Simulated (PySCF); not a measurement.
**A diatomic session: PRh**

An exercise on one series of results from a longer session: the logs are not shown, and one member is left open.

Method: P x2c-TZVPPall, Rh x2c-TZVPPall, spin-free X2C with a Gaussian nucleus; program: PySCF 2.14.0.

Set-up of the first run:

The job is set up so:

| Property | Result |
| --- | --- |
| atoms | P, Rh |
| charge | 0 |
| basis | P x2c-TZVPPall, Rh x2c-TZVPPall |
| Hamiltonian | spin-free X2C with a Gaussian nucleus |
| basis functions | 121 |
| electrons treated | 60 |
| masses in u | 30.9738, 102.9055 |
| levels | PBE0, PBE, r²SCAN, TPSSh, PBEsol, M06, M06-L, ωB97X-V, HF, MP2, SCS-MP2 |
| grid | 80 radial by 434 angular points |
| occupations | held fixed by the projection of orbital angular momentum |
| dissociation limit | P + Rh, each in its ground configuration |
| starting distance in angstrom | 2.240 |
| values of 2S to try | 0, 2, 4, 6, 8 |

Started as:

```sh
> OMP_NUM_THREADS=2 python dia.py task.json out
```

Among the steps run: The job; The PBE0 curve of the state that the search chose; Higher solutions at PBE0; PBE (GGA); r²SCAN (meta-GGA); TPSSh (hybrid meta-GGA); PBEsol; M06 (hybrid meta-GGA); M06-L (meta-GGA); ωB97X-V; ROHF.

One table of the session follows, with a row left open; its other results are not shown here.

Energy (eV) from each level's lowest point:

```
R (Å)   ROHF  ROHF-MP2  ROHF-SCS-MP2    PBE  PBEsol
1.836  1.911     0.477         0.626  1.155   1.016
1.921  1.224     0.042         0.131  0.502   0.407
2.007  0.758     0.000         0.000  0.152   0.097
2.071  0.504     0.105         0.033  0.032   0.005
2.135  0.311     0.250         0.113  0.000   0.000
2.199      ?         ?             ?      ?       ?
2.284  0.054     0.612         0.358  0.150   0.207
2.391  0.000     0.871         0.556  0.369   0.460
2.519  0.037     1.184         0.813  0.684   0.814
2.690  0.200     1.601         1.176  1.129   1.302
```

Estimate the missing values for R (Å) = 2.199.

Worked estimate for «ROHF». A straight line through the neighbours (2.135, 0.311) and (2.284, 0.054) gives 0.311 + (0.054 − 0.311) × (2.199 − 2.135) / (2.284 − 2.135) = 0.201; a parabola fitted to 4 rows on both sides gives 0.174.

As computed: ROHF: 0.171; ROHF-MP2: 0.404; ROHF-SCS-MP2: 0.212; PBE: 0.034; PBEsol: 0.059. In «ROHF» the line misses by +0.030 and the parabola by +0.003.

Caveats from the session: At some levels the lowest empty orbital lies below the highest filled one (the two can be of opposite spin).
